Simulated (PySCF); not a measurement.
# TaF5: electronic structure in real space

Aim: take TaF5 and analyse its density (charges, bond critical points, surface potential), see where an electron leaves and enters and measure its response to a uniform field.

Method: levels as typed in each script, gas phase, geometry from GFN2-xTB; program: PySCF 2.14.0.

### 1 Starting geometry

SMILES `F[Ta](F)(F)(F)F`, 6 atoms, charge 0, spin multiplicity 1.

Bond lengths: F1–Ta2 1.796 Å, Ta2–F3 1.818 Å, Ta2–F4 1.818 Å, Ta2–F5 1.818 Å, Ta2–F6 1.796 Å. Angles: F1–Ta2–F3 90.0°, F1–Ta2–F4 90.0°, F1–Ta2–F5 90.0°, F1–Ta2–F6 180.0°, F3–Ta2–F4 120.0°, F3–Ta2–F5 120.0°, F3–Ta2–F6 90.0°, F4–Ta2–F5 120.0°, F4–Ta2–F6 90.0°, F5–Ta2–F6 90.0°.

Coordinates:

```
atom     x (Å)     y (Å)     z (Å)
  F1   1.79576   0.00025  -0.00109
 Ta2  -0.00008  -0.00009  -0.00008
  F3  -0.00003  -1.75642  -0.47051
  F4  -0.00112   1.28614  -1.28550
  F5   0.00175   0.47082   1.75635
  F6  -1.79572  -0.00007   0.00143
```

### 2 Density, bond paths and surface potential (B3LYP/def2-svpd)

Contents of input.py:

```python
import numpy as np
from pyscf import gto, scf, dft
from pyscf.scf import atom_ks, atom_hf
from scipy.linalg import block_diag

def solve(mol, dm0=None, hcore=None):
    mf = (dft.UKS if mol.spin else dft.RKS)(mol, xc='b3lyp')
    mf.grids.level = 3
    mf = mf.density_fit(auxbasis='def2-universal-jkfit')
    mf.conv_tol, mf.max_cycle = 1e-8, 80
    if hcore is not None:
        mf.get_hcore = lambda *args: hcore
    mf.kernel(dm0)
    if not mf.converged:
        mf = mf.newton().run(mf.mo_coeff, mf.mo_occ, max_cycle=30)
    assert mf.converged, 'SCF not converged'
    return mf

mol = gto.M(atom='''
F      1.79576     0.00025    -0.00109
Ta    -0.00008    -0.00009    -0.00008
F     -0.00003    -1.75642    -0.47051
F     -0.00112     1.28614    -1.28550
F      0.00175     0.47082     1.75635
F     -1.79572    -0.00007     0.00143
''', basis='def2-svpd', ecp={'Ta': 'def2-svpd'}, charge=0, spin=0, verbose=4)
mf = solve(mol)
mf.analyze()
# spherically averaged free atoms, for the promolecule
atom_ks.AtomSphAverageRKS.init_guess_by_vsap = lambda self, mol=None: self.init_guess_by_minao(mol)  # core potentials
atm = atom_ks.get_atm_nrks(mol, xc='b3lyp')
pro = block_diag(*[(atm[a[0]][2] * atm[a[0]][3]) @ atm[a[0]][2].T for a in mol._atom])
np.savez('result.npz', e=mf.e_tot, c=mf.mo_coeff, occ=mf.mo_occ, eps=mf.mo_energy, pro=pro, dip=mf.dip_moment(verbose=0), s2=mf.spin_square()[0])
```

Started as:

```bash
OMP_NUM_THREADS=1 python input.py
```

### 4 Removing and adding an electron (B3LYP/def2-svpd)

Contents of input.py:

```python
import numpy as np
from pyscf import gto, scf, dft
from pyscf.scf import atom_ks, atom_hf
from scipy.linalg import block_diag

def solve(mol, dm0=None, hcore=None):
    mf = (dft.UKS if mol.spin else dft.RKS)(mol, xc='b3lyp')
    mf.grids.level = 3
    mf = mf.density_fit(auxbasis='def2-universal-jkfit')
    mf.conv_tol, mf.max_cycle = 1e-8, 80
    if hcore is not None:
        mf.get_hcore = lambda *args: hcore
    mf.kernel(dm0)
    if not mf.converged:
        mf = mf.newton().run(mf.mo_coeff, mf.mo_occ, max_cycle=30)
    assert mf.converged, 'SCF not converged'
    return mf

mol = gto.M(atom='''
F      1.79576     0.00025    -0.00109
Ta    -0.00008    -0.00009    -0.00008
F     -0.00003    -1.75642    -0.47051
F     -0.00112     1.28614    -1.28550
F      0.00175     0.47082     1.75635
F     -1.79572    -0.00007     0.00143
''', basis='def2-svpd', ecp={'Ta': 'def2-svpd'}, charge=0, spin=0, verbose=4)
mf = solve(mol)
out = dict(e0=mf.e_tot, dm0=mf.make_rdm1(), c=mf.mo_coeff, occ=mf.mo_occ, eps=mf.mo_energy)
for name, dq, spin in [('cation', 1, 1)]:
    ion = mol.copy().set(charge=mol.charge + dq, spin=spin).build()
    mi = solve(ion)
    if spin and dq > 0 and mol.nao < 130:
        c, _, stable, _ = mi.stability(return_status=True)
        if not stable:
            mi = solve(ion, mi.make_rdm1(c, mi.mo_occ))
    print(name, 'vertical energy change / eV', (mi.e_tot - mf.e_tot) * 27.211386)
    out.update({'e_' + name: mi.e_tot, 'dm_' + name: mi.make_rdm1(), 's2_' + name: mi.spin_square()[0], 'eps_' + name: mi.mo_energy, 'occ_' + name: mi.mo_occ})
# spherically averaged free atoms, for the promolecule
atom_ks.AtomSphAverageRKS.init_guess_by_vsap = lambda self, mol=None: self.init_guess_by_minao(mol)  # core potentials
atm = atom_ks.get_atm_nrks(mol, xc='b3lyp')
pro = block_diag(*[(atm[a[0]][2] * atm[a[0]][3]) @ atm[a[0]][2].T for a in mol._atom])
np.savez('result.npz', pro=pro, **out)
```

### 5 Response to an electric field (B3LYP/def2-svpd)

Contents of input.py:

```python
import numpy as np
from pyscf import gto, scf, dft
from pyscf.scf import atom_ks, atom_hf
from scipy.linalg import block_diag

def solve(mol, dm0=None, hcore=None):
    mf = (dft.UKS if mol.spin else dft.RKS)(mol, xc='b3lyp')
    mf.grids.level = 3
    mf = mf.density_fit(auxbasis='def2-universal-jkfit')
    mf.conv_tol, mf.max_cycle = 1e-8, 80
    if hcore is not None:
        mf.get_hcore = lambda *args: hcore
    mf.kernel(dm0)
    if not mf.converged:
        mf = mf.newton().run(mf.mo_coeff, mf.mo_occ, max_cycle=30)
    assert mf.converged, 'SCF not converged'
    return mf

mol = gto.M(atom='''
F      1.79576     0.00025    -0.00109
Ta    -0.00008    -0.00009    -0.00008
F     -0.00003    -1.75642    -0.47051
F     -0.00112     1.28614    -1.28550
F      0.00175     0.47082     1.75635
F     -1.79572    -0.00007     0.00143
''', basis='def2-svpd', ecp={'Ta': 'def2-svpd'}, charge=0, spin=0, verbose=4)
field = np.array([0.004, 0.0, 0.0])  # atomic units
mol.set_common_orig(mol.atom_charges() @ mol.atom_coords() / mol.atom_charges().sum())
mf = solve(mol)
out = dict(dm0=mf.make_rdm1(), d0=mf.dip_moment(unit='AU'), e0=mf.e_tot)
for name, sign in (('p', 1), ('m', -1)):
    h = mf.get_hcore() + sign * np.einsum('x,xij->ij', field, mol.intor('int1e_r'))
    mi = solve(mol, mf.make_rdm1(), h)
    out.update({'dm' + name: mi.make_rdm1(), 'd' + name: mi.dip_moment(unit='AU'), 'e' + name: mi.e_tot})
# spherically averaged free atoms, for the promolecule
atom_ks.AtomSphAverageRKS.init_guess_by_vsap = lambda self, mol=None: self.init_guess_by_minao(mol)  # core potentials
atm = atom_ks.get_atm_nrks(mol, xc='b3lyp')
pro = block_diag(*[(atm[a[0]][2] * atm[a[0]][3]) @ atm[a[0]][2].T for a in mol._atom])
np.savez('result.npz', pro=pro, **out)
```

(Steps that only read results are left out.)

What does the calculation give? Wanted: dipole moment; HOMO, LUMO; polarisability along the field.

As calculated:

| quantity | value |
| --- | --- |
| dipole moment (B3LYP/def2-svpd) | 0.00 D |
| HOMO, LUMO (B3LYP/def2-svpd) | -12.18, -2.27 eV |
| polarisability along the field (B3LYP/def2-svpd) | 40.5 bohr³ |

In words: At B3LYP/def2-svpd: The highest Hirshfeld charge is on Ta2 (+1.04 e), the lowest on F1 and F6 (−0.22 e). The geometry was not optimised at these levels.
